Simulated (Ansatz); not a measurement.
# C2H7BrSi: how energies converge with the basis set

Aim: see how fast density functionals converge with the basis set for C2H7BrSi.

Method: one geometry, several basis sets; program: Ansatz 0.2.0, Gaussian basis.

Levels to be run: PBE0-D4/def2-SVP; ωB97M-V/def2-SVP; PBE0-D4/def2-QZVPP; ωB97M-V/def2-QZVPP; the functionals' def2-TZVPP values are taken from earlier runs.

## Step 1: The geometry

The geometry comes from an earlier relaxation with PBE0-D4 in a triple-zeta def2 set; it is a stationary point, not always the lowest conformer.

SMILES `CC([SiH3])Br`, 11 atoms, charge 0, spin multiplicity 1.

Atoms are counted from 1 here; the program's logs count them from 0.

Bond lengths: C1–C2 1.513 Å, C1–H5 1.092 Å, C1–H6 1.095 Å, C1–H7 1.092 Å, C2–Si3 1.887 Å, C2–Br4 1.965 Å, C2–H8 1.091 Å, Si3–H9 1.491 Å, Si3–H10 1.484 Å, Si3–H11 1.483 Å. Angles: C2–C1–H5 111.4°, C2–C1–H6 109.4°, C2–C1–H7 111.5°, H5–C1–H6 108.1°, H5–C1–H7 108.2°, H6–C1–H7 108.2°, C1–C2–Si3 114.7°, C1–C2–Br4 110.3°, C1–C2–H8 110.9°, Si3–C2–Br4 106.3°, Si3–C2–H8 110.2°, Br4–C2–H8 103.9°, C2–Si3–H9 108.6°, C2–Si3–H10 108.9°, C2–Si3–H11 110.2°, H9–Si3–H10 109.2°, H9–Si3–H11 109.3°, H10–Si3–H11 110.5°.

As a file:

```mol
C2H7BrSi
  3D, bonds by distance, orders not assigned

 11 10  0  0  0  0  0  0  0  0999 V2000
   -0.5972    1.2577   -0.2973 C   0  0
   -0.5578   -0.2523   -0.2141 C   0  0
    0.9759   -0.9542    0.6312 Si  0  0
   -0.5997   -1.0344   -2.0163 Br  0  0
    0.2811    1.6508   -0.8131 H   0  0
   -0.6142    1.6780    0.7135 H   0  0
   -1.4867    1.6062   -0.8260 H   0  0
   -1.4609   -0.6392    0.2606 H   0  0
    1.0384   -0.4223    2.0222 H   0  0
    2.1810   -0.5125   -0.1140 H   0  0
    0.9053   -2.4346    0.6740 H   0  0
  1  2  8  0
  2  3  8  0
  2  4  8  0
  1  5  8  0
  1  6  8  0
  1  7  8  0
  2  8  8  0
  3  9  8  0
  3 10  8  0
  3 11  8  0
M  END
```

## Step 2: PBE0-D4 in def2-SVP

The input, in.yaml:

```yaml
crystal:
  periodic: [false, false, false]
  atoms:
    - {symbol: C, position_ang: [-0.597208, 1.257714, -0.297342]}
    - {symbol: C, position_ang: [-0.557830, -0.252275, -0.214063]}
    - {symbol: Si, position_ang: [0.975916, -0.954151, 0.631173]}
    - {symbol: Br, position_ang: [-0.599654, -1.034442, -2.016301]}
    - {symbol: H, position_ang: [0.281124, 1.650787, -0.813133]}
    - {symbol: H, position_ang: [-0.614155, 1.677959, 0.713513]}
    - {symbol: H, position_ang: [-1.486664, 1.606181, -0.826009]}
    - {symbol: H, position_ang: [-1.460915, -0.639237, 0.260555]}
    - {symbol: H, position_ang: [1.038375, -0.422290, 2.022165]}
    - {symbol: H, position_ang: [2.180993, -0.512517, -0.113997]}
    - {symbol: H, position_ang: [0.905319, -2.434628, 0.674039]}
basis:
  gaussian: {orbitals: def2-SVP}
hamiltonian: {xc: pbe0, dispersion: d4}
output: {orbitals: {seedname: orbitals}}
```

Launch:

```bash
ansatz run in.yaml --threads 4 --pin off --events-out ev --progress --plain --max-ram 10444MiB
```

Log:

```text
Functional definition: PBE0
  name "PBE0"
  cite "Adamo & Barone, J. Chem. Phys. 110, 6158 (1999) doi:10.1063/1.478522"
  cite "Perdew, Burke & Ernzerhof, Phys. Rev. Lett. 77, 3865 (1996) doi:10.1103/PhysRevLett.77.3865"
  parent pbe
  parameter a = 0.25
  parameter kappa = 0.804
  parameter beta = 0.06672455060314922
  exchange = (1 - a)*pbe_x(kappa = kappa, mu = beta*pi^2/3) + a*exact_x
  correlation = pbe_c(beta = beta)
1123 factors; integrals over basis functions are off by at most 1.2e-3 eV
mean field evaluation 1: about -80081.1992 eV, gradient 4.1e1 eV
mean field evaluation 2: about -80078.2022 eV, gradient 5.2e1 eV
mean field evaluation 4: about -80085.3696 eV, gradient 2.4e0 eV
mean field evaluation 8: about -80085.4529 eV, gradient 1.1e-1 eV
mean field evaluation 16: about -80085.4529 eV, gradient 4.4e-5 eV
mean field -80085.45290686 eV, -2943.0861104575 hartree, gradient 4.4e-5 eV, S^2 0.000000; 0 other end points of the search recorded, 0 dependent functions left out
reference -80085.45293419 eV, -2943.0861114619 hartree; 34, 34 occupied and 79, 79 virtual orbitals, 1123 factors
Total energy: -80085.66631799 eV, -2943.0939531717 hartree
```

Wall time 1 s (4 threads of Intel Xeon Platinum 8488C, shared host); peak memory 0.5 GiB.

## Step 3: ωB97M-V in def2-SVP

Edit in.yaml of step 2 so:

```diff
@@ -16,3 +16,3 @@
   gaussian: {orbitals: def2-SVP}
-hamiltonian: {xc: pbe0, dispersion: d4}
+hamiltonian: {xc: {name: wB97M-V}}
 output: {orbitals: {seedname: orbitals}}
```

Same command.

Log, shortened:

```text
Functional definition: wB97M-V
  name "wB97M-V"
  cite "Mardirossian & Head-Gordon, J. Chem. Phys. 144, 214110 (2016) doi:10.1063/1.4952647"
  cite "Becke, J. Chem. Phys. 107, 8554 (1997) doi:10.1063/1.475007"
  cite "Vydrov & Van Voorhis, J. Chem. Phys. 133, 244103 (2010) doi:10.1063/1.3521275"
  # Of w^i u^j: cxij and so on, Table III.
[...]
  gx(w, u) = 1 - cx + cx01*u + cx10*w
  gss(w, u) = css00 + css04*u^4 + css10*w + css20*w^2 + css43*w^4*u^3
  gos(w, u) = cos00 + cos10*w + (cos20 + cos21*u)*w^2 + (cos60 + cos61*u)*w^6
[...]
      + integral(e_c_pw_mod_opposite_spin*gos(b97_w_opposite, b97_u_opposite)) + vv10(b, c)
1123 factors; integrals over basis functions are off by at most 1.2e-3 eV
320 factors; integrals over basis functions are off by at most 6.8e-6 eV
[...]
mean field -80093.49467562 eV, -2943.3816400084 hartree, gradient 7.7e-5 eV, S^2 0.000000; 0 other end points of the search recorded, 0 dependent functions left out
reference -80093.49471724 eV, -2943.3816415380 hartree; 34, 34 occupied and 79, 79 virtual orbitals, 1123 factors
Total energy: -80093.49471724 eV, -2943.3816415380 hartree
```

Run time: 3 s. Hardware: 4 threads of Intel Xeon Platinum 8488C, shared host; peak memory 0.5 GiB.

## Step 4: PBE0-D4 in def2-QZVPP

Edit in.yaml of step 3 so:

```diff
@@ -15,4 +15,4 @@
 basis:
-  gaussian: {orbitals: def2-SVP}
-hamiltonian: {xc: {name: wB97M-V}}
+  gaussian: {orbitals: "def2-QZVPP.json"}
+hamiltonian: {xc: pbe0, dispersion: d4}
 output: {orbitals: {seedname: orbitals}}
```

Launched as before.

Log:

```text
Functional definition: PBE0
  name "PBE0"
  cite "Adamo & Barone, J. Chem. Phys. 110, 6158 (1999) doi:10.1063/1.478522"
  cite "Perdew, Burke & Ernzerhof, Phys. Rev. Lett. 77, 3865 (1996) doi:10.1103/PhysRevLett.77.3865"
  parent pbe
  parameter a = 0.25
  parameter kappa = 0.804
  parameter beta = 0.06672455060314922
  exchange = (1 - a)*pbe_x(kappa = kappa, mu = beta*pi^2/3) + a*exact_x
  correlation = pbe_c(beta = beta)
1720 factors; their error is unknown
mean field evaluation 1: about -80093.0021 eV, gradient 5.8e1 eV
mean field evaluation 2: about -80084.4293 eV, gradient 8.0e1 eV
mean field evaluation 4: about -80100.7053 eV, gradient 4.5e0 eV
mean field evaluation 8: about -80100.7394 eV, gradient 3.5e-2 eV
mean field evaluation 16: about -80100.9223 eV, gradient 2.5e-5 eV
mean field -80100.92227993 eV, -2943.6545994321 hartree, gradient 2.5e-5 eV, S^2 0.000000; 0 other end points of the search recorded, 0 dependent functions left out
reference -80100.92232048 eV, -2943.6546009224 hartree; 34, 34 occupied and 449, 449 virtual orbitals, 1720 factors
Total energy: -80101.13570427 eV, -2943.6624426322 hartree
```

Run time: 7 s. Hardware: 4 threads of Intel Xeon Platinum 8488C, shared host; peak memory 2 GiB.

## Step 5: ωB97M-V in def2-QZVPP

Edit in.yaml of step 4 so:

```diff
@@ -16,3 +16,3 @@
   gaussian: {orbitals: "def2-QZVPP.json"}
-hamiltonian: {xc: pbe0, dispersion: d4}
+hamiltonian: {xc: {name: wB97M-V}}
 output: {orbitals: {seedname: orbitals}}
```

Launched as before.

Log, shortened:

```text
Functional definition: wB97M-V
  name "wB97M-V"
  cite "Mardirossian & Head-Gordon, J. Chem. Phys. 144, 214110 (2016) doi:10.1063/1.4952647"
  cite "Becke, J. Chem. Phys. 107, 8554 (1997) doi:10.1063/1.475007"
  cite "Vydrov & Van Voorhis, J. Chem. Phys. 133, 244103 (2010) doi:10.1063/1.3521275"
  # Of w^i u^j: cxij and so on, Table III.
[...]
  gx(w, u) = 1 - cx + cx01*u + cx10*w
  gss(w, u) = css00 + css04*u^4 + css10*w + css20*w^2 + css43*w^4*u^3
  gos(w, u) = cos00 + cos10*w + (cos20 + cos21*u)*w^2 + (cos60 + cos61*u)*w^6
[...]
      + integral(e_c_pw_mod_opposite_spin*gos(b97_w_opposite, b97_u_opposite)) + vv10(b, c)
1669 factors; their error is unknown
378 factors; integrals over basis functions are off by at most 1.3e-5 eV
[...]
mean field -80109.05088699 eV, -2943.9533202319 hartree, gradient 8.6e-5 eV, S^2 0.000000; 0 other end points of the search recorded, 0 dependent functions left out
reference -80109.05095138 eV, -2943.9533225982 hartree; 34, 34 occupied and 449, 449 virtual orbitals, 1669 factors
Total energy: -80109.05095138 eV, -2943.9533225982 hartree
```

Wall time 15 s (4 threads of Intel Xeon Platinum 8488C, shared host); peak memory 2.4 GiB.

## Step 6: Density functionals: the series

The def2-TZVPP values come from earlier runs at the same geometry.

| functional | basis | functions | energy (eV) | from the largest (eV) | HOMO (eV) | LUMO (eV) |
| --- | --- | --- | --- | --- | --- | --- |
| PBE0-D4 | def2-SVP | 113 | -80085.6663 | 15.469 | -7.62 | -0.11 |
| PBE0-D4 | def2-TZVPP | 250 | -80099.3095 | 1.826 | -7.72 | -0.35 |
| PBE0-D4 | def2-QZVPP | 483 | -80101.1357 | 0.000 | -7.73 | -0.45 |
| ωB97M-V | def2-SVP | 113 | -80093.4947 | 15.556 | -9.81 | 1.99 |
| ωB97M-V | def2-TZVPP | 250 | -80107.2956 | 1.755 | -9.94 | 1.56 |
| ωB97M-V | def2-QZVPP | 483 | -80109.0510 | 0.000 | -9.95 | 1.30 |

## Step 7: What came out

| quantity | value |
| --- | --- |
| PBE0-D4: double and triple zeta above quadruple | 15.47, 1.83 eV |
| ωB97M-V: double and triple zeta above quadruple | 15.56, 1.76 eV |

**Reading.** PBE0-D4 gains 13.64 eV from double to triple zeta, then 1.83 eV more. Total energies overstate the basis error of differences, where much of it tends to cancel. The LUMO of ωB97M-V is positive and keeps falling with the basis (1.99 to 1.30 eV): an unbound level that the basis holds in place.

For PBE0-D4 the largest set took about 7 times as long as the smallest (7 s against 1 s).
